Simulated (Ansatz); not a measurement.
**Hexamethyldisiloxane (C6H18OSi2): a ladder of functionals and wavefunction methods**

The task here is to estimate one member of a computed series from the others.

Method: functionals in def2-TZVPP, the program's frozen cores in correlated methods; program: Ansatz 0.2.0, Gaussian basis.

The runs, in order: LDA (SPW92), PBE-D4, revPBE-D4, BLYP-D4, r2SCAN-D4, B97M-V, PBE0-D4, B3LYP-D4, r2SCANh-D4, r2SCAN0-D4, HSE06-D4, BHLYP-D4, CAM-B3LYP-D4, LC-ωPBE, ωB97X-V, ωB97M-V, B2PLYP, PBE-QIDH; CCSD(T)/def2-SVP; CCSD(T)/def2-TZVPP; MP2/def2-QZVPP; extrapolation to the limit; RPA on PBE.

## Structure used throughout

An earlier PBE0-D4 in a triple-zeta def2 set relaxation fixed the geometry.

SMILES `C[Si](C)(C)O[Si](C)(C)C`, 27 atoms, charge 0, spin multiplicity 1.

Atoms are counted from 1 here; the program's logs count them from 0.

Bond lengths: C1–Si2 1.869 Å, C1–H10 1.093 Å, C1–H11 1.094 Å, C1–H12 1.093 Å, Si2–C3 1.869 Å, Si2–C4 1.865 Å, Si2–O5 1.640 Å, C3–H13 1.093 Å, C3–H14 1.093 Å, C3–H15 1.094 Å, C4–H16 1.093 Å, C4–H17 1.093 Å, C4–H18 1.094 Å, O5–Si6 1.640 Å, Si6–C7 1.869 Å, Si6–C8 1.865 Å, Si6–C9 1.869 Å, C7–H19 1.093 Å and more. Angles: Si2–C1–H10 111.3°, Si2–C1–H11 111.0°, Si2–C1–H12 111.0°, H10–C1–H11 107.7°, H10–C1–H12 107.8°, H11–C1–H12 107.8°, C1–Si2–C3 109.9°, C1–Si2–C4 110.3°, C1–Si2–O5 109.4°, C3–Si2–C4 110.4°, C3–Si2–O5 109.5°, C4–Si2–O5 107.3°, Si2–C3–H13 111.3°, Si2–C3–H14 111.0°, Si2–C3–H15 111.0°, H13–C3–H14 107.9°, H13–C3–H15 107.7°, H14–C3–H15 107.9° and more.

Set-up of the first run:

Contents of in.yaml:

```yaml
crystal:
  periodic: [false, false, false]
  atoms:
    - {symbol: C, position_ang: [1.797152, -1.162075, 1.532096]}
    - {symbol: Si, position_ang: [1.548594, 0.186510, 0.262088]}
    - {symbol: C, position_ang: [2.159837, -0.391963, -1.407037]}
    - {symbol: C, position_ang: [2.445534, 1.737263, 0.779617]}
    - {symbol: O, position_ang: [-0.046149, 0.555747, 0.162902]}
    - {symbol: Si, position_ang: [-1.576497, 0.078558, -0.183113]}
    - {symbol: C, position_ang: [-1.687092, -0.395870, -1.987556]}
    - {symbol: C, position_ang: [-2.702106, 1.520697, 0.178027]}
    - {symbol: C, position_ang: [-2.030622, -1.384999, 0.887410]}
    - {symbol: H, position_ang: [1.283743, -2.082211, 1.240711]}
    - {symbol: H, position_ang: [2.858692, -1.396999, 1.651203]}
    - {symbol: H, position_ang: [1.409994, -0.857093, 2.507840]}
    - {symbol: H, position_ang: [1.654535, -1.309841, -1.719315]}
    - {symbol: H, position_ang: [1.981630, 0.366286, -2.174036]}
    - {symbol: H, position_ang: [3.233896, -0.596799, -1.381202]}
    - {symbol: H, position_ang: [2.292824, 2.536491, 0.049837]}
    - {symbol: H, position_ang: [2.080069, 2.092438, 1.746551]}
    - {symbol: H, position_ang: [3.521443, 1.563189, 0.868994]}
    - {symbol: H, position_ang: [-1.388838, 0.436721, -2.630069]}
    - {symbol: H, position_ang: [-2.709091, -0.677540, -2.256652]}
    - {symbol: H, position_ang: [-1.037224, -1.244753, -2.216066]}
    - {symbol: H, position_ang: [-2.430609, 2.386742, -0.431019]}
    - {symbol: H, position_ang: [-2.632172, 1.814823, 1.228387]}
    - {symbol: H, position_ang: [-3.745939, 1.273129, -0.034112]}
    - {symbol: H, position_ang: [-1.928343, -1.141338, 1.948148]}
    - {symbol: H, position_ang: [-1.389424, -2.245385, 0.677783]}
    - {symbol: H, position_ang: [-3.065638, -1.692029, 0.712184]}
basis:
  gaussian: {orbitals: def2-TZVPP}
hamiltonian: {xc: lda}
output: {orbitals: {seedname: orbitals}}
```

Launch:

```
$ ansatz run in.yaml --threads 4 --pin off --events-out ev --progress --plain --max-ram 66560MiB --backend cuda --devices 0, --max-vram 37GiB
```

Steps of the session up to this table: LDA; PBE-D4 (GGA); revPBE-D4 (GGA); BLYP-D4 (GGA); r2SCAN-D4 (meta-GGA); B97M-V (meta-GGA); PBE0-D4 (hybrid); B3LYP-D4 (hybrid); r2SCANh-D4 (hybrid); r2SCAN0-D4 (hybrid); HSE06-D4 (hybrid); BHLYP-D4 (hybrid); CAM-B3LYP-D4 (range-separated); LC-ωPBE (range-separated); ωB97X-V (range-separated); ωB97M-V (range-separated); B2PLYP (double hybrid); PBE-QIDH (double hybrid).

One of the session's tables, all rows but one given; the rest of the session is left out.

It belongs to the step «Frontier levels by functional». 

```
  functional  HOMO (eV)  LUMO (eV)  gap (eV)
 LDA (SPW92)      -6.51      -0.25      6.26
      PBE-D4      -6.38      -0.07      6.32
   revPBE-D4      -6.33       0.05      6.38
     BLYP-D4      -6.30      -0.06      6.24
   r2SCAN-D4      -6.70       0.64      7.33
      B97M-V      -6.79      -0.01      6.78
     PBE0-D4      -7.75       0.69      8.44
    B3LYP-D4          ?          ?         ?
  r2SCANh-D4      -7.20       0.85      8.05
  r2SCAN0-D4      -7.97       1.14      9.11
    HSE06-D4      -7.35       0.32      7.67
    BHLYP-D4      -9.08       1.24     10.32
CAM-B3LYP-D4      -9.17       1.41     10.58
     LC-ωPBE     -10.47       2.72     13.18
     ωB97X-V     -10.16       2.43     12.59
     ωB97M-V     -10.04       2.01     12.05
```

Q: Estimate the row for B3LYP-D4 from the others.

Worked estimate for «HOMO (eV)». Against the share of exact exchange, BLYP-D4 (0, -6.30), BHLYP-D4 (0.5, -9.08) give a slope of -5.56 per unit share; at 0.2 the line stands at -7.41.

As computed: HOMO (eV): -7.56; LUMO (eV): 0.37; gap (eV): 7.93. In «HOMO (eV)» the line misses by +0.15.
